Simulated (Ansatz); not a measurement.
Task: a formation energy from the elements of NaAsF6 and its elements, with the Python package of Ansatz (0.2.0). Give the script and its output. Settings (first run): PBEsol, PAW, cutoff 520 eV, Gaussian smearing of 0.02 eV.

`naasf6_naasf6.xyz`
```text
8
Lattice="0.0 3.98304932 3.98304932 3.98304932 0.0 3.98304932 3.98304932 3.98304932 0.0" Properties=species:S:1:pos:R:3 pbc="T T T"
Na    3.98304932    3.98304932    3.98304932
As    0.00000000    0.00000000    0.00000000
F     3.98304932    3.98304932    6.22654072
F     3.98304932    1.73955792    3.98304932
F     1.73955792    3.98304932    3.98304932
F     3.98304932    3.98304932    1.73955792
F     3.98304932    6.22654072    3.98304932
F     6.22654072    3.98304932    3.98304932
```

The script reads `naasf6_na.cif`:
```cif
data_Na
_cell_length_a 3.708321
_cell_length_b 3.708321
_cell_length_c 3.708321
_cell_angle_alpha 109.47122
_cell_angle_beta 109.47122
_cell_angle_gamma 109.47122
_symmetry_space_group_name_H-M 'P 1'
_symmetry_Int_Tables_number 1
loop_
_symmetry_equiv_pos_as_xyz
'x, y, z'
loop_
_atom_site_label
_atom_site_type_symbol
_atom_site_fract_x
_atom_site_fract_y
_atom_site_fract_z
Na1 Na    0.000000    0.000000    0.000000
```

The script reads `naasf6_as_cell.vasp`:
```text
As
1.0
   1.88079690    1.08587860    3.51406199
  -1.88079690    1.08587860    3.51406199
   0.00000000   -2.17175719    3.51406199
As
2
Direct
   0.77400000    0.77400000    0.77400000
   0.22600000    0.22600000    0.22600000
```

Contents of `naasf6_f2.xyz`:
```text
2
Lattice="9.0 0.0 0.0 0.0 9.5 0.0 0.0 0.0 10.0" Properties=species:S:1:pos:R:3 pbc="T T T"
F     4.50000000    4.75000000    4.29000000
F     4.50000000    4.75000000    5.71000000
```

The script, `formation_naasf6.py`:
```python
"""Formation energy of NaAsF6 from the elements, after relaxing cells and atoms."""

from collections import Counter
import warnings

import ansatz as az
from ase.io import read
import numpy as np
import pandas as pd

GASES = {"F2"}


def solve(name, crystal):
    calc = (
        crystal.calculation()
        .functional("PBEsol")
        .basis(520)
        .kpoints(spacing=0.14)
        .occupations("gaussian", width=0.02)
        .stress()
    )
    if name in GASES:
        return calc.kpoints(1, 1, 1).relax(force_tolerance=0.03, max_steps=60).run(threads=1)
    calc = calc.relax(force_tolerance=0.03, max_steps=60, cell=True)
    return calc.run(threads=1)


def counts(outcome):
    return Counter(site.symbol for site in outcome.lattice.sites)

def formation_energy(outcome, mu):
    n = counts(outcome)
    return (outcome.report["energy_sigma0_ev"] - sum(k * mu[element] for element, k in n.items())) / sum(n.values())


def volume_per_atom(outcome):
    return abs(np.linalg.det(outcome.lattice.cell_ang)) / len(outcome.lattice.sites)

warnings.simplefilter("ignore", az.DeckWarning)

phases = {}
naasf6 = az.Crystal.from_extxyz("naasf6_naasf6.xyz")
phases["NaAsF6"] = naasf6
atoms = read("naasf6_na.cif")
na = az.Crystal.from_ase(atoms)
phases["Na"] = na
atoms = read("naasf6_as_cell.vasp", format="vasp")
as_cell = az.Crystal.from_ase(atoms)
phases["As"] = as_cell
f2 = az.Crystal.from_extxyz("naasf6_f2.xyz")
phases["F2"] = f2

done = {name: solve(name, crystal) for name, crystal in phases.items()}

# energy of one atom in its reference phase
references = {"Na": "Na", "As": "As", "F": "F2"}
mu = {element: done[name].report["energy_sigma0_ev"] / len(done[name].lattice.sites) for element, name in references.items()}

target = done["NaAsF6"]
heat = formation_energy(target, mu)
rows = [(name, len(o.lattice.sites), volume_per_atom(o), formation_energy(o, mu)) for name, o in done.items()]
print(pd.DataFrame(rows, columns=["phase", "atoms", "V (A^3/atom)", "E_form (eV/atom)"]).round(4).to_string(index=False))
# gas references are bare DFT energies, without zero-point or fitted corrections
```

```console
$ python formation_naasf6.py
 phase  atoms  V (A^3/atom)  E_form (eV/atom)
NaAsF6      8       16.6702            -2.402
    Na      1       36.2590             0.000
    As      2       20.8538             0.000
    F2      2      427.5000             0.000
```

Caveats:
- For the metals among these phases the mesh is modest: differences between phases can be off by up to 40 meV an atom.
- The program warned that this SCF threshold is loose for forces or stresses.
- The cells come from databases of deposited and of computed structures, and not all need be stable phases.
- The compound is the structure given, not necessarily its lowest; energies are at zero temperature, with no correction for gases. A semilocal functional's error on such energies is often 0.05 to 0.1 eV an atom, and 0.1 to 0.3 eV against gases such as O2 or F2.
- The script silences the warnings on its input, which a real study should read.
- The whole script took 3.4 min on 1 thread of Arm Neoverse V1, on a shared host, peak memory 0.8 GiB.
